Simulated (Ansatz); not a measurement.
# H15NO6: the cost of one run

Program: Ansatz 0.2.0. Level of theory: DFT PBE+D3(BJ), plane waves, PAW, scalar-relativistic, no spin polarisation. These are calculated values, not measurements.

## (1) Starting point

The cell holds 22 atoms (H15NO6): a = 5.820 Å, b = 5.820 Å, c = 5.820 Å, α = 90.00°, β = 90.00°, γ = 90.00°.

The coordinates stand in the first input below.

## (2) Relaxing the start

Input file input.yaml:

```yaml
crystal:
  lattice:
    - [5.819632, 0.0, 0.0]
    - [0.0, 5.819632, 0.0]
    - [0.0, 0.0, 5.819632]
  atoms:
    - { symbol: O, position: [1.007757, 0.5853683, 0.9483272] }
    - { symbol: H, position: [1.0948655, 0.7130954, 0.8867071] }
    - { symbol: H, position: [0.8501454, 0.6212987, 0.9087451] }
    - { symbol: O, position: [0.0641774, 0.0997681, 0.6706202] }
    - { symbol: H, position: [0.0520259, 0.236277, 0.5761914] }
    - { symbol: H, position: [0.065711, -0.0252064, 0.5607195] }
    - { symbol: O, position: [0.7580452, 0.906773, 0.1347207] }
    - { symbol: H, position: [0.7969975, 0.9517464, -0.0207118] }
    - { symbol: H, position: [0.7062572, 0.7493577, 0.119307] }
    - { symbol: O, position: [0.558032, 0.2302517, 0.5178429] }
    - { symbol: H, position: [0.6305149, 0.377862, 0.5434666] }
    - { symbol: H, position: [0.5983812, 0.1922851, 0.3609046] }
    - { symbol: O, position: [0.3664884, 0.2777656, 0.9712633] }
    - { symbol: H, position: [0.3733489, 0.4161457, 1.0634752] }
    - { symbol: H, position: [0.3497371, 0.3339633, 0.8155059] }
    - { symbol: O, position: [0.2998061, 0.6525248, 0.4878824] }
    - { symbol: H, position: [0.4131279, 0.7483964, 0.563155] }
    - { symbol: H, position: [0.2390069, 0.5580741, 0.6106898] }
    - { symbol: "N", position: [0.1668437, 0.0143103, 0.1772065] }
    - { symbol: H, position: [0.010707, 0.0906979, 0.1595268] }
    - { symbol: H, position: [0.1535761, -0.0935347, 0.3140266] }
    - { symbol: H, position: [0.2781374, 0.1403751, 0.2246162] }
basis:
  ecutwfc: 420.0
kpoints:
  mp_grid: { grid: [1, 1, 1] }
hamiltonian:
  xc: pbe
  dispersion: d3bj
scf:
  occupations: { method: fermi_dirac, width: 0.02 }
  lower_state_search: "off"
relax:
  f_tol: 0.3
  max_steps: 15
  adjacent_minimum: "off"
```

On the command line:

```
$ ansatz run input.yaml --threads 1 --pin off --max-ram 3072MiB --backend cpu --events-out ev --progress --plain --runs-dir out
```

**Question.** How long does this run take on 1 thread of Arm Neoverse V1, shared host, and how much memory does it need?

About 20 s, with a peak of 0.31 GiB.
